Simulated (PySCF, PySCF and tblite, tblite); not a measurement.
# C5H7BF2Si: a path driven as rotation about a bond, and NMR exchange

Aim: the barrier and rate of rotation about a bond in C5H7BF2Si (`C#CC/C([SiH3])=C/B(F)F`), and what it does to NMR lines.

Computed with tblite 0.8.0 (tight binding) and PySCF 2.14.0 (DFT, with response routines of our own); each step states its level. Atoms count from 0 throughout.

## (1) The starting structure

16 atoms, charge 0, multiplicity 1; geometry from: force field or distance geometry start.

Bonds of the start (Å): B6–F7 1.45, B6–F8 1.44, C0–C1 1.21, C0–H9 1.07, C1–C2 1.46, C2–C3 1.50, C2–H10 1.12, C2–H11 1.12, C3–C5 1.35, C3–Si4 1.87, C5–B6 1.59, C5–H15 1.09, Si4–H12 1.47, Si4–H13 1.47, Si4–H14 1.47.

## (2) GFN2-xTB relaxation, start minimum

What the job is given:

```
{"job": {"xc": "GFN2-xTB", "basis": "xTB", "kind": "relax"}, "charge": 0, "multiplicity": 1}
C     -2.531400     0.128800     2.027000
C     -2.084300     0.074000     0.905800
C     -1.509300    -0.009600    -0.435200
C     -0.010600    -0.004100    -0.393400
Si     0.856500    -1.605600    -0.824700
C      0.633900     1.124700    -0.043200
B      2.201500     1.338600     0.066500
F      3.153300     0.280000    -0.184800
F      2.708400     2.630800     0.455500
H     -2.948100     0.185100     3.008900
H     -1.908900    -0.927200    -0.927100
H     -1.878000     0.859100    -1.031700
H      1.723400    -1.376100    -1.984900
H      1.667200    -2.059900     0.308100
H     -0.127400    -2.638100    -1.163200
H      0.046100     2.008500     0.204800
```

Started as:

```
$ OMP_NUM_THREADS=1 python ens_run.py task.json out
```

The driver reads the study from task.json and runs its stages one after another.

Log:

```text
step      E/eV     max force
  0    -725.91678    3.408
  1    -726.24828    2.281
  2    -725.80782    7.891
  3    -726.45016    0.857
  4    -726.47849    0.503
  5    -726.49706    0.493
  6    -726.50168    0.177
  7    -726.50516    0.119
  8    -726.50678    0.128
  9    -726.50916    0.138
 10    -726.51088    0.133
 11    -726.51253    0.101
 12    -726.51374    0.077
 13    -726.51470    0.082
 14    -726.51549    0.070
 15    -726.51622    0.067
 16    -726.51684    0.064
 17    -726.51737    0.069
 18    -726.51790    0.069
 19    -726.51845    0.066
 20    -726.51888    0.062
 21    -726.51914    0.036
 22    -726.51932    0.033
 23    -726.51952    0.043
 24    -726.51977    0.045
 25    -726.52000    0.037
 26    -726.52016    0.040
 27    -726.52030    0.033
 28    -726.52048    0.041
 29    -726.52069    0.038
 30    -726.52085    0.026
 31    -726.52097    0.028
 32    -726.52107    0.028
 33    -726.52119    0.035
 34    -726.52131    0.028
 35    -726.52140    0.025
 36    -726.52147    0.021
 37    -726.52154    0.025
 38    -726.52162    0.026
 39    -726.52169    0.021
 40    -726.52175    0.020
 41    -726.52180    0.021
 42    -726.52186    0.031
 43    -726.52194    0.031
 44    -726.52202    0.024
 45    -726.52210    0.026
 46    -726.52218    0.027
 47    -726.52228    0.040
 48    -726.52242    0.042
 49    -726.52260    0.038
 50    -726.52283    0.042
 51    -726.52309    0.045
 52    -726.52336    0.042
 53    -726.52360    0.036
 54    -726.52378    0.031
 55    -726.52391    0.032
 56    -726.52405    0.035
 57    -726.52422    0.034
 58    -726.52447    0.042
 59    -726.52478    0.053
 60    -726.52505    0.047
 61    -726.52524    0.024
 62    -726.52535    0.024
 63    -726.52545    0.029
 64    -726.52557    0.036
 65    -726.52571    0.032
 66    -726.52585    0.039
 67    -726.52594    0.121
 68    -726.52611    0.055
 69    -726.52628    0.052
 70    -726.52675    0.032
 71    -726.52704    0.049
 72    -726.52755    0.076
 73    -726.52812    0.089
 74    -726.52913    0.085
 75    -726.53055    0.101
 76    -726.53102    0.134
 77    -726.53250    0.196
 78    -726.53311    0.095
 79    -726.53437    0.107
 80    -726.53503    0.185
 81    -726.53693    0.266
 82    -726.53909    0.297
 83    -726.54203    0.216
 84    -726.54424    0.086
 85    -726.54141    0.371
 86    -726.54617    0.151
 87    -726.54681    0.064
 88    -726.54818    0.127
 89    -726.54904    0.128
 90    -726.55029    0.076
 91    -726.55095    0.156
 92    -726.55189    0.177
 93    -726.55312    0.074
 94    -726.55377    0.076
 95    -726.55433    0.060
 96    -726.55486    0.053
 97    -726.55558    0.085
 98    -726.55626    0.094
 99    -726.55691    0.089
100    -726.55734    0.074
101    -726.55772    0.051
102    -726.55812    0.061
103    -726.55850    0.079
104    -726.55899    0.105
105    -726.55969    0.093
106    -726.56023    0.056
107    -726.56062    0.028
108    -726.56083    0.023
109    -726.56093    0.037
110    -726.56103    0.021
111    -726.56116    0.026
112    -726.56127    0.023
113    -726.56133    0.018
114    -726.56137    0.026
115    -726.56142    0.018
116    -726.56148    0.014
117    -726.56152    0.012
118    -726.56154    0.009
119    -726.56156    0.010
120    -726.56158    0.011
121    -726.56161    0.012
122    -726.56163    0.011
123    -726.56165    0.011
124    -726.56167    0.011
125    -726.56170    0.012
126    -726.56173    0.013
127    -726.56176    0.018
128    -726.56180    0.019
129    -726.56184    0.016
130    -726.56187    0.013
131    -726.56190    0.015
132    -726.56193    0.015
133    -726.56197    0.016
134    -726.56201    0.017
135    -726.56205    0.012
136    -726.56207    0.008
137    -726.56209    0.008
138    -726.56210    0.009
139    -726.56212    0.011
140    -726.56213    0.009
141    -726.56214    0.008
142    -726.56215    0.010
143    -726.56217    0.012
144    -726.56218    0.010
145    -726.56220    0.009
146    -726.56221    0.013
147    -726.56223    0.012
148    -726.56224    0.009
149    -726.56225    0.009
150    -726.56226    0.008
151    -726.56227    0.008
152    -726.56228    0.009
153    -726.56229    0.009
154    -726.56231    0.008
155    -726.56232    0.009
156    -726.56233    0.014
157    -726.56234    0.006
158    -726.56235    0.007
159    -726.56235    0.007
160    -726.56236    0.009
161    -726.56237    0.009
162    -726.56238    0.007
163    -726.56239    0.006
164    -726.56239    0.006
165    -726.56240    0.006
166    -726.56240    0.005
167    -726.56241    0.006
168    -726.56241    0.007
169    -726.56242    0.007
170    -726.56242    0.004
171    -726.56242    0.006
172    -726.56243    0.006
173    -726.56244    0.007
174    -726.56244    0.005
175    -726.56245    0.004
176    -726.56245    0.003
177    -726.56245    0.003
```

Wall time 2 s (1 thread of Arm Neoverse N1, shared host).

Gain 0.646 eV; displacement 0.64 Å root mean square.

## (3) Relaxed scan, rotation

What the job is given:

```
{"job": {"xc": "GFN2-xTB", "basis": "xTB", "coordinate": [["t", [7, 6, 5, 3], 0.25], ["t", [7, 6, 5, 15], 0.25], ["t", [8, 6, 5, 3], 0.25], ["t", [8, 6, 5, 15], 0.25]], "kind": "drive"}, "charge": 0, "multiplicity": 1}
C     -2.500507    -0.687422     1.804727
C     -2.062888    -0.238408     0.785650
C     -1.497130     0.322387    -0.426299
C      0.003473     0.226350    -0.370089
Si     0.740552    -1.526946    -0.363733
C      0.746456     1.342739    -0.306264
B      2.277783     1.365300    -0.219946
F      3.027466     0.270782    -0.198234
F      2.980250     2.484889    -0.160098
H     -2.906881    -1.080675     2.688006
H     -1.869460    -0.250858    -1.281167
H     -1.825091     1.361780    -0.527823
H      1.590452    -1.680159    -1.543678
H      1.448624    -1.762155     0.890193
H     -0.400452    -2.443432    -0.472645
H      0.239754     2.304771    -0.310011
```

Log:

```text
point  coordinate     E/eV
  0    104.500     -726.54652
  1    119.300     -726.50870
  2    134.300     -726.45918
  3    149.300     -726.40932
  4    164.500     -726.37069
  5    179.700     -726.35522
  6    195.000     -726.36876
  7    210.100     -726.40650
  8    225.200     -726.45783
  9    240.200     -726.51082
 10    255.000     -726.54811
 11    269.700     -726.55807
```

Run time: 4.9 s. Hardware: 1 thread of Arm Neoverse N1, shared host.

The highest point is number 5, 4.4 kcal/mol above the first.

## (4) Nudged elastic band, leg 1

The job, as its differences from that of step 3:

```diff
@@ -1,2 +1,2 @@
-{"job": {"xc": "GFN2-xTB", "basis": "xTB", "coordinate": [["t", [7, 6, 5, 3], 0.25], ["t", [7, 6, 5, 15], 0.25], ["t", [8, 6, 5, 3], 0.25], ["t", [8, 6, 5, 15], 0.25]], "kind": "drive"}, "charge": 0, "multiplicity": 1}
+{"job": {"xc": "GFN2-xTB", "basis": "xTB", "kind": "neb"}, "charge": 0, "multiplicity": 1}
 C     -2.500507    -0.687422     1.804727
```

Log:

```text
image   E - E0 / eV
  0       0.0000
  1       0.0583
  2       0.1670
  3       0.2052
  4       0.1200
  5       0.0235
  6       0.0001
```

It took 3.5 s on 1 thread of Arm Neoverse N1, shared host; peak memory 0.19 GiB.

The highest point is number 3, 4.7 kcal/mol above the first.

## (5) Saddle search, leg 1

What the job is given:

```
{"job": {"xc": "GFN2-xTB", "basis": "xTB", "kind": "saddle"}, "charge": 0, "multiplicity": 1}
C     -2.564028    -0.623212     1.791477
C     -2.109671    -0.206779     0.766119
C     -1.517178     0.304688    -0.453138
C     -0.013947     0.215085    -0.363804
Si     0.754187    -1.509377    -0.186499
C      0.743017     1.310780    -0.437985
B      2.295284     1.323018    -0.315776
F      3.118859     1.376553    -1.345900
F      2.921119     1.294721     0.846053
H     -2.981654    -0.987684     2.680948
H     -1.874739    -0.300583    -1.292372
H     -1.840774     1.338935    -0.606502
H      1.562091    -1.754036    -1.386642
H      1.580822    -1.572387     1.016150
H     -0.334342    -2.484777    -0.121930
H      0.260954     2.275056    -0.590197
```

Log:

```text
step      E/eV     max force
  0    -726.35722   0.0425
  1    -726.35616   0.1254
  2    -726.35747   0.0481
  3    -726.35733   0.0168
  4    -726.35683   0.0275
  5    -726.35699   0.0494
  6    -726.35762   0.0288
  7    -726.35841   0.0620
  8    -726.35803   0.0130
  9    -726.35860   0.0215
 10    -726.35929   0.0242
 11    -726.36009   0.0175
 12    -726.36125   0.0392
 13    -726.36058   0.0091
 14    -726.36129   0.0134
 15    -726.36203   0.0188
 16    -726.36285   0.0134
 17    -726.36401   0.0247
 18    -726.36521   0.0362
 19    -726.36644   0.0418
 20    -726.36764   0.0454
 21    -726.36902   0.0334
 22    -726.37078   0.0564
 23    -726.37246   0.0763
 24    -726.37443   0.0702
 25    -726.37655   0.0637
 26    -726.37842   0.0651
 27    -726.37935   0.0562
 28    -726.37998   0.0289
 29    -726.38028   0.0503
 30    -726.38056   0.0124
 31    -726.38066   0.0148
 32    -726.38068   0.0024
lowest wavenumbers (cm-1): -51.4 27.5 71.7 85.7 93.9 127.2
```

It took 15 s on 1 thread of Arm Neoverse N1, shared host; peak memory 0.19 GiB.

Point group C1; 1 imaginary mode, 51i cm⁻¹, carried by F7, F8, Si4. Steps downhill from it reached both ends.

[end of part 1 of 2]
